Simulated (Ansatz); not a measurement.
Task: a ladder of methods at one geometry of CH5B2F, SMILES CBBF, with Ansatz 0.2.0, Python API. Give the script and its output. Level of theory (for the species named): CAM-B3LYP, def2-SVP basis, multiplicity 1. The script varies functional: cam_b3lyp, pbe, b3lyp, lda, pbe0.

```xyz
9

C    -0.2075    1.1463   -0.2992
B     0.6412   -0.0934   -0.0541
B    -0.0749   -1.5210    0.4115
F    -1.3973   -1.6061    0.6089
H    -0.9885    0.9688   -1.1321
H    -0.7956    1.4779    0.6189
H     0.4136    2.0429   -0.6174
H     1.8537   -0.0106   -0.2091
H     0.6439   -2.4512    0.6557
```

Script `methods.py`:
```python
"""One geometry of CH5B2F, method by method."""

from pathlib import Path

import ansatz as az
import numpy as np

params = {
    "basis": "def2-SVP",
}


def main() -> None:
    geometry_ang = [
        ("C", [-0.2075, 1.1463, -0.2992]),
        ("B", [0.6412, -0.0934, -0.0541]),
        ("B", [-0.0749, -1.521, 0.4115]),
        ("F", [-1.3973, -1.6061, 0.6089]),
        ("H", [-0.9885, 0.9688, -1.1321]),
        ("H", [-0.7956, 1.4779, 0.6189]),
        ("H", [0.4136, 2.0429, -0.6174]),
        ("H", [1.8537, -0.0106, -0.2091]),
        ("H", [0.6439, -2.4512, 0.6557]),
    ]
    molecule = az.Crystal.molecule()
    for symbol, xyz in geometry_ang:
        molecule = molecule.atom(symbol, xyz)

    calc = molecule.calculation().basis(gaussian=params["basis"])

    print("functional    E (Ha)        dipole (D)   HOMO (eV)  LUMO (eV)")
    for name in ["cam_b3lyp", "pbe", "b3lyp", "lda", "pbe0"]:
        summary = calc.functional(name).forces().orbitals().run(runs_dir="runs").report
        lines = Path(summary["orbitals_path"]).read_text().splitlines()
        field_of = lambda key: [line.split("=")[1].strip() for line in lines if line.startswith(key)]
        orbitals = [(27.211386 * float(e), s, float(n)) for e, s, n in zip(field_of("Ene="), field_of("Spin="), field_of("Occup="))]
        homo = max(e for e, _, n in orbitals if n > 0.5)
        lumo = min(e for e, _, n in orbitals if n < 0.5)
        dipole = 4.803205 * np.linalg.norm(summary["charge_distribution"]["dipole_moment_e_ang"])
        print(f"{name:10s} {summary['free_energy_ev'] / 27.211386246:14.6f} {dipole:9.3f} {homo:11.3f} {lumo:10.3f}")


if __name__ == "__main__":
    main()
```

```console
$ python methods.py
functional    E (Ha)        dipole (D)   HOMO (eV)  LUMO (eV)
cam_b3lyp     -190.422287     0.794      -9.126     -1.570
pbe           -190.259760     0.909      -6.209     -3.744
b3lyp         -190.520753     0.811      -7.479     -2.963
lda           -188.891402     1.008      -6.245     -3.983
pbe0          -190.286863     0.836      -7.684     -2.784
```

Reading the output:
- Total energies depend on the basis set; only differences at equal settings carry meaning.
- The geometry is a force-field or estimated start, not a minimum of this method, and the basis set is short of its limit. A lower total doesn't mark the better method: functionals have no common bound, and MP2 and coupled cluster aren't variational.
- b3lyp holds the VWN-RPA fit, as in Gaussian; the form of ORCA and Turbomole is b3lyp5.
- Levels such as HOMO and LUMO are orbital energies: with these approximate functionals they aren't the ionisation energy and electron affinity, and their gap isn't the fundamental gap.
- Hardware and time: 9.4 s on 1 thread of Arm Neoverse V2, on a shared host, peak memory 0.22 GiB.
